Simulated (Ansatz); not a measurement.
# CH₈OSi₂: small, medium and large basis sets

An exercise on one series of results from a longer session: the logs are not shown, and one member is left open.

Method: one geometry, several basis sets; program: Ansatz 0.2.0, Gaussian basis.

The runs, in order: PBE0-D4/def2-SVP; ωB97M-V/def2-SVP; PBE0-D4/def2-QZVPP; ωB97M-V/def2-QZVPP; the functionals' def2-TZVPP values are taken from earlier runs.

### The geometry

The geometry comes from an earlier relaxation with PBE0-D4 in a triple-zeta def2 set; it is a stationary point, not always the lowest conformer.

SMILES `OC([SiH3])[SiH3]`, 12 atoms, charge 0, spin multiplicity 1.

Atoms are counted from 1 here; the program's logs count them from 0.

Bond lengths: O1–C2 1.432 Å, O1–H5 0.962 Å, C2–Si3 1.888 Å, C2–Si4 1.891 Å, C2–H6 1.102 Å, Si3–H7 1.485 Å, Si3–H8 1.488 Å, Si3–H9 1.486 Å, Si4–H10 1.492 Å, Si4–H11 1.487 Å, Si4–H12 1.486 Å. Angles: C2–O1–H5 108.9°, O1–C2–Si3 107.2°, O1–C2–Si4 111.3°, O1–C2–H6 111.2°, Si3–C2–Si4 112.6°, Si3–C2–H6 106.4°, Si4–C2–H6 108.1°, C2–Si3–H7 110.2°, C2–Si3–H8 107.9°, C2–Si3–H9 110.5°, H7–Si3–H8 109.2°, H7–Si3–H9 109.5°, H8–Si3–H9 109.4°, C2–Si4–H10 107.7°, C2–Si4–H11 110.8°, C2–Si4–H12 110.9°, H10–Si4–H11 109.2°, H10–Si4–H12 108.5° and more.

Set-up of the first run:

in.yaml

```yaml
crystal:
  periodic: [false, false, false]
  atoms:
    - {symbol: O, position_ang: [0.213530, 1.747095, 0.281655]}
    - {symbol: C, position_ang: [-0.383073, 0.469366, 0.033061]}
    - {symbol: Si, position_ang: [-0.159531, -0.564525, 1.597135]}
    - {symbol: Si, position_ang: [0.366289, -0.352802, -1.495724]}
    - {symbol: H, position_ang: [0.137056, 2.285791, -0.511385]}
    - {symbol: H, position_ang: [-1.470047, 0.561104, -0.126366]}
    - {symbol: H, position_ang: [1.284924, -0.761926, 1.879448]}
    - {symbol: H, position_ang: [-0.799584, -1.888303, 1.366464]}
    - {symbol: H, position_ang: [-0.806195, 0.099807, 2.757885]}
    - {symbol: H, position_ang: [0.339680, 0.643804, -2.605587]}
    - {symbol: H, position_ang: [-0.423515, -1.548601, -1.893689]}
    - {symbol: H, position_ang: [1.777466, -0.746011, -1.248895]}
basis:
  gaussian: {orbitals: def2-SVP}
hamiltonian: {xc: pbe0, dispersion: d4}
output: {orbitals: {seedname: orbitals}}
```

Run with:

```bash
ansatz run in.yaml --threads 4 --pin off --events-out ev --progress --plain --max-ram 10444MiB
```

Among the steps run: PBE0-D4 in def2-SVP; ωB97M-V in def2-SVP; PBE0-D4 in def2-QZVPP; ωB97M-V in def2-QZVPP.

One of the session's tables, all rows but one given; the rest of the session is left out.

It belongs to the step «Density functionals: the series». 

| functional | basis | HOMO (eV) | LUMO (eV) |
| --- | --- | --- | --- |
| PBE0-D4 | def2-SVP | -7.60 | 0.52 |
| PBE0-D4 | def2-TZVPP | -7.76 | 0.09 |
| PBE0-D4 | def2-QZVPP | -7.79 | -0.10 |
| ωB97M-V | def2-SVP | ? | ? |
| ωB97M-V | def2-TZVPP | -10.06 | 1.68 |
| ωB97M-V | def2-QZVPP | -10.09 | 1.32 |

Q: Estimate the row for ωB97M-V, def2-SVP from the others.

**Answer.** HOMO (eV): -9.89; LUMO (eV): 2.34. In the column «HOMO (eV)» it lies between ωB97M-V, def2-TZVPP (-10.06) and PBE0-D4, def2-QZVPP (-7.79).
